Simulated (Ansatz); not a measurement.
# Cd3SeS2: the cost of one run

Method: DFT PBE, scalar-relativistic, plane waves, PAW, in Ansatz 0.2.0.

1 further run of the same task is left out (it didn't finish).

## 1. Starting point

Symmetry: P6_3mc, No. 186, hexagonal system. Conventional cell: a = 4.257 Å, b = 4.257 Å, c = 20.823 Å, α = 90.00°, β = 90.00°, γ = 120.00°. Around Cd (site symmetry 3m) lie 4 S at 2.57 to 2.59 Å. Cd (site symmetry 3m) is surrounded by 1 S at 2.57 Å and 3 Se at 2.65 Å. Cd (site symmetry 3m) is surrounded by 3 S at 2.58 Å and 1 Se at 2.69 Å. Se (site symmetry 3m) is surrounded by 4 Cd at 2.65 to 2.69 Å. S (site symmetry 3m) is surrounded by 4 Cd at 2.57 to 2.58 Å. S (site symmetry 3m) is surrounded by 4 Cd at 2.57 to 2.59 Å.

As a file:

```
Cd Se S
1.0
     4.25702    0.00000    0.00000
    -2.12851    3.68669    0.00000
     0.00000    0.00000   20.82312
Cd Se S
6 2 4
Direct
  0.66667 0.33333 0.99978
  0.66667 0.33333 0.33800
  0.66667 0.33333 0.66179
  0.33333 0.66667 0.16179
  0.33333 0.66667 0.49978
  0.33333 0.66667 0.83800
  0.66667 0.33333 0.79076
  0.33333 0.66667 0.29076
  0.66667 0.33333 0.12336
  0.66667 0.33333 0.46130
  0.33333 0.66667 0.62336
  0.33333 0.66667 0.96130
```

It is the end of an earlier relaxation with the same method, from a generated guess; it needn't be the stable form of this composition. At a tolerance of 0.02 Å it has space group P6_3mc (No. 186); it has 27.23 Å³/atom, an uncorrected energy of -0.64 eV/atom over the elements.

## 2. Bands, states and charges

Input file input.yaml:

```yaml
crystal:
  lattice:
    - [4.2570224386, 0.0, 0.0]
    - [-2.1285112193, 3.6866895763, 0.0]
    - [0.0, 0.0, 20.8231222513]
  atoms:
    - { symbol: Cd, position: [0.6666666667, 0.3333333333, 0.999784715] }
    - { symbol: Cd, position: [0.6666666667, 0.3333333333, 0.3380024472] }
    - { symbol: Cd, position: [0.6666666667, 0.3333333333, 0.6617888584] }
    - { symbol: Cd, position: [0.3333333333, 0.6666666667, 0.1617888584] }
    - { symbol: Cd, position: [0.3333333333, 0.6666666667, 0.499784715] }
    - { symbol: Cd, position: [0.3333333333, 0.6666666667, 0.8380024472] }
    - { symbol: Se, position: [0.6666666667, 0.3333333333, 0.790764144] }
    - { symbol: Se, position: [0.3333333333, 0.6666666667, 0.290764144] }
    - { symbol: S, position: [0.6666666667, 0.3333333333, 0.1233557794] }
    - { symbol: S, position: [0.6666666667, 0.3333333333, 0.4613040559] }
    - { symbol: S, position: [0.3333333333, 0.6666666667, 0.6233557794] }
    - { symbol: S, position: [0.3333333333, 0.6666666667, 0.9613040559] }
basis:
  ecutwfc: 420
kpoints:
  mp_grid: { grid: [6, 6, 2] }
  band_path:
    path:
      - [[0.0, 0.0, 0.0], [0.5, 0.0, 0.0], [0.33333333, 0.33333333, 0.0], [0.0, 0.0, 0.0], [0.0, 0.0, 0.5], [0.5, 0.0, 0.5], [0.33333333, 0.33333333, 0.5], [0.0, 0.0, 0.5]]
      - [[0.5, 0.0, 0.5], [0.5, 0.0, 0.0]]
      - [[0.33333333, 0.33333333, 0.5], [0.33333333, 0.33333333, 0.0]]
    npoints: 10
hamiltonian:
  xc: pbe
scf:
  occupations: { method: gaussian, width: 0.02 }
  n_extra_bands: 30
output:
  forces: true
  stress: true
  eigenvalues: true
  populations: true
  dos: { projected: true, de: 0.02, nscf_kmesh: { grid: [9, 9, 3] } }
  bader: false
  write_density: true
  write_potential: true
  elf: true
  volumetric_format: npy
```

Started as:

```console
$ ansatz run input.yaml --threads 1 --pin off --max-ram 2560MiB --backend cpu --events-out ev --progress --plain --runs-dir out
```

**Question.** How long does this run take on 1 thread of AMD EPYC 9R45 (Zen 5), shared host, and how much memory does it need?

About 2.6 min, with a peak of 1.9 GiB.
